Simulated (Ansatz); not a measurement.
# SrBeF4: a short molecular-dynamics run

A trajectory of SrBeF4, an element-swapped structure with 12 atoms that was not relaxed first: 20 steps of 3 fs under a Langevin thermostat at 2000 K.

Program: Ansatz 0.2.0. Level of theory: DFT LDA, plane waves, PAW, scalar-relativistic, no spin polarisation. These are calculated values, not measurements.

The cell holds 12 atoms (Be2F8Sr2): a = 5.549 Å, b = 5.549 Å, c = 6.627 Å, α = 65.25°, β = 65.25°, γ = 90.00°.

As a file:

```cif
data_structure
_symmetry_space_group_name_H-M 'P 1'
_symmetry_Int_Tables_number 1
_cell_length_a 5.5487
_cell_length_b 5.5487
_cell_length_c 6.6268
_cell_angle_alpha 65.250
_cell_angle_beta 65.250
_cell_angle_gamma 90.000
_cell_volume 164.42
loop_
_atom_site_label
_atom_site_type_symbol
_atom_site_fract_x
_atom_site_fract_y
_atom_site_fract_z
_atom_site_occupancy
Be1 Be 0.00000 0.00000 0.00000 1
Be2 Be 0.50000 0.50000 0.00000 1
F1 F 0.44240 0.44240 0.75240 1
F2 F 0.55760 0.19480 0.24760 1
F3 F 0.80520 0.80520 0.75240 1
F4 F 0.19480 0.55760 0.24760 1
F5 F 0.94240 0.30520 0.75240 1
F6 F 0.05760 0.05760 0.24760 1
F7 F 0.30520 0.94240 0.75240 1
F8 F 0.69480 0.69480 0.24760 1
Sr1 Sr 0.75000 0.25000 0.50000 1
Sr2 Sr 0.25000 0.75000 0.50000 1
```

```
                             quantity                             value
                               length                  20 steps of 3 fs
     temperature, first and last step                   1833 and 1893 K
             temperature, second half  mean 2256 K, from 1710 to 2823 K
        potential energy, second half       -98 meV/atom from the start
mean square displacement, second half    F 0.313, Be 0.073, Sr 0.025 Å²
```

What this shows: Against a set 2000 K the second half averages 2256 K with a spread of 354 K (in equilibrium 12 atoms would scatter by about 471 K, over a far longer run). The farthest move is 0.77 Å against a typical spacing of 1.9 Å: a large displacement, and the run is too short to tell whether atoms leave their places. A run of 60 fs with 12 atoms shows the motion but fixes no equilibrium value.

Which input would start the first run of this session?

The input that was used; it is not the only one that fits:

input.yaml

```yaml
crystal:
  lattice:
    - [0.0, 5.548746, 0.0]
    - [5.548746, 0.0, 0.0]
    - [2.774373, 2.774373, -5.340412]
  atoms:
    - { symbol: Be, position: [0.0, 0.0, 0.0] }
    - { symbol: Be, position: [0.5, 0.5, 0.0] }
    - { symbol: F, position: [0.4424, 0.4424, 0.7524] }
    - { symbol: F, position: [0.5576, 0.1948, 0.2476] }
    - { symbol: F, position: [0.8052, 0.8052, 0.7524] }
    - { symbol: F, position: [0.1948, 0.5576, 0.2476] }
    - { symbol: F, position: [0.9424, 0.3052, 0.7524] }
    - { symbol: F, position: [0.0576, 0.0576, 0.2476] }
    - { symbol: F, position: [0.3052, 0.9424, 0.7524] }
    - { symbol: F, position: [0.6948, 0.6948, 0.2476] }
    - { symbol: Sr, position: [0.75, 0.25, 0.5] }
    - { symbol: Sr, position: [0.25, 0.75, 0.5] }
kpoints:
  mp_grid: { grid: [3, 3, 3] }
magnetization:
  spin_polarized: false
scf:
  occupations: { method: fermi_dirac, width: 0.05 }
hamiltonian:
  pseudopotentials: { kind: paw }
  xc: lda
basis:
  ecutwfc: 420
md:
  timestep: 3.0
  n_steps: 20
  ensemble: nvt_langevin
  temperature: 2000.0
  initial_velocities: maxwell_boltzmann
  seed: 604331
```

The run is started by

```
$ ansatz run input.yaml --threads 2 --pin off --max-ram 2560MiB --backend cpu --events-out ev --progress --plain --runs-dir out
```
